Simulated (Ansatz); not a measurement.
# Ta4Rh: the cost of one run

Method: DFT PBE, scalar-relativistic, plane waves, PAW, in Ansatz 0.2.0.

### 1 The starting structure

Symmetry: P-3m1, No. 164, trigonal system. Conventional cell: a = 2.959 Å, b = 2.959 Å, c = 9.516 Å, α = 90.00°, β = 90.00°, γ = 120.00°. Ta (site symmetry 3m) has 3 Rh at 2.13 Å as nearest neighbours. Ta (site symmetry 3m) is surrounded by 12 Ta at 2.87 to 2.96 Å. Rh (site symmetry -3m) is surrounded by 6 Ta at 2.13 Å.

Coordinates:

```cif
data_structure
_symmetry_space_group_name_H-M 'P-3m1'
_symmetry_Int_Tables_number 164
_cell_length_a 2.9593
_cell_length_b 2.9593
_cell_length_c 9.5156
_cell_angle_alpha 90.000
_cell_angle_beta 90.000
_cell_angle_gamma 120.000
_cell_volume 72.17
loop_
_atom_site_label
_atom_site_type_symbol
_atom_site_symmetry_multiplicity
_atom_site_Wyckoff_symbol
_atom_site_fract_x
_atom_site_fract_y
_atom_site_fract_z
_atom_site_occupancy
Ta1 Ta 2 d 0.33333 0.66667 0.86586 1
Ta2 Ta 2 d 0.33333 0.66667 0.37680 1
Rh1 Rh 1 a 0.00000 0.00000 0.00000 1
```

A structure generator made this guess: species swapped into a database cell of Co4H (P-3m1, No. 164), with Ta on the Co sites and Rh on the H sites. Its size is a rough estimate.

### 2 The guess as it stands, on a coarse mesh

File input.yaml:

```yaml
crystal:
  lattice:
    - [2.95932206, 0.0, 0.0]
    - [-1.47966103, 2.56284809, 0.0]
    - [0.0, 0.0, 9.515645]
  atoms:
    - { symbol: Ta, position: [0.33333333, 0.66666667, 0.86585528] }
    - { symbol: Ta, position: [0.33333333, 0.66666667, 0.37679535] }
    - { symbol: Ta, position: [0.66666667, 0.33333333, 0.13414472] }
    - { symbol: Ta, position: [0.66666667, 0.33333333, 0.62320465] }
    - { symbol: Rh, position: [0.0, 0.0, 0.0] }
basis:
  ecutwfc: 420
kpoints:
  mp_grid: { grid: [6, 6, 2] }
hamiltonian:
  xc: pbe
scf:
  occupations: { method: gaussian, width: 0.1 }
  lower_state_search: "off"
output:
  forces: true
  stress: true
  eigenvalues: true
```

On the command line:

```bash
$ ansatz run input.yaml --threads 1 --pin off --max-ram 2560MiB --backend cpu --events-out ev --progress --plain --runs-dir out
```

What time and memory should one allow on 1 thread of Intel Xeon at 2.50GHz (Skylake/Cascade Lake), shared host?

About 5 s, with a peak of 0.37 GiB.
